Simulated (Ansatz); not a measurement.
Task: a ladder of methods at one geometry of CH₆OSSn, SMILES C[O][SnH2][SH], with Ansatz's Python interface. Give the script and its output. Level of theory (for the species named): MP2, def2-SVP basis, multiplicity 1. The script varies method: mp2, ccsd, ccsd_t.

```yaml
atoms:
  - { symbol: C, position_ang: [-0.8911, 1.1699, -0.0887] }
  - { symbol: O, position_ang: [-1.3573, -0.1266, -0.1130] }
  - { symbol: Sn, position_ang: [0.1746, -1.2336, 0.4219] }
  - { symbol: S, position_ang: [1.8850, -1.3154, -1.3722] }
  - { symbol: H, position_ang: [-0.6173, 1.5139, 0.9014] }
  - { symbol: H, position_ang: [-0.1216, 1.3972, -0.8356] }
  - { symbol: H, position_ang: [-1.7694, 1.8571, -0.3911] }
  - { symbol: H, position_ang: [-0.3001, -2.8389, 0.8023] }
  - { symbol: H, position_ang: [0.9658, -0.5184, 1.8944] }
  - { symbol: H, position_ang: [2.1146, 0.0436, -1.2166] }
```

`run_methods.py`
```python
# -*- coding: utf-8 -*-
import ansatz as az

GEOMETRY = '''
C    -0.89110    1.16990   -0.08870
O    -1.35730   -0.12660   -0.11300
Sn    0.17460   -1.23360    0.42190
S     1.88500   -1.31540   -1.37220
H    -0.61730    1.51390    0.90140
H    -0.12160    1.39720   -0.83560
H    -1.76940    1.85710   -0.39110
H    -0.30010   -2.83890    0.80230
H     0.96580   -0.51840    1.89440
H     2.11460    0.04360   -1.21660
'''


def main():
    geometry = az.Crystal.molecule()
    for line in GEOMETRY.strip().splitlines():
        symbol, *xyz = line.split()
        geometry = geometry.atom(symbol, [float(v) for v in xyz])

    setup = geometry.calculation().basis(gaussian='def2-SVP')

    methods = ['mp2', 'ccsd', 'ccsd_t']
    reports = [setup.correlation(m).run().report for m in methods]
    print(f'Hartree-Fock reference {reports[0]["reference_energy_ev"] / 27.211386246:.6f} Ha')
    best = reports[-1]['free_energy_ev'] - reports[-1]['reference_energy_ev']
    for method, each in zip(methods, reports):
        gained = each['free_energy_ev'] - each['reference_energy_ev']
        print(f'{method:8s} total {each["free_energy_ev"] / 27.211386246:.6f} Ha  correlation {gained:9.4f} eV  ({100 * gained / best:.1f} % of the last)')


if __name__ == '__main__':
    main()
```

```console
$ python run_methods.py
Hartree-Fock reference -726.870357 Ha
mp2      total -727.451012 Ha  correlation  -15.8004 eV  (89.4 % of the last)
ccsd     total -727.502326 Ha  correlation  -17.1968 eV  (97.3 % of the last)
ccsd_t   total -727.520005 Ha  correlation  -17.6778 eV  (100.0 % of the last)
```

Notes:
- Total energies depend on the basis set; only differences at equal settings carry meaning.
- The geometry is a force-field or estimated start, not a minimum of this method, and the basis set is short of its limit. A lower total doesn't mark the better method: functionals have no common bound, and MP2 and coupled cluster aren't variational.
- def2 sets replace the cores of elements past krypton by effective core potentials.
- Inner cores stay frozen; a filled d shell under the valence of the heavier atoms is correlated with it.
- Timing: 33 s on 1 thread of Arm Neoverse V2, with other jobs on the host, peak memory 0.54 GiB.

(A comment or docstring line of the script was reworded after the run, the code is as it ran; lines on the test bed's own set-up are left out of the output.)
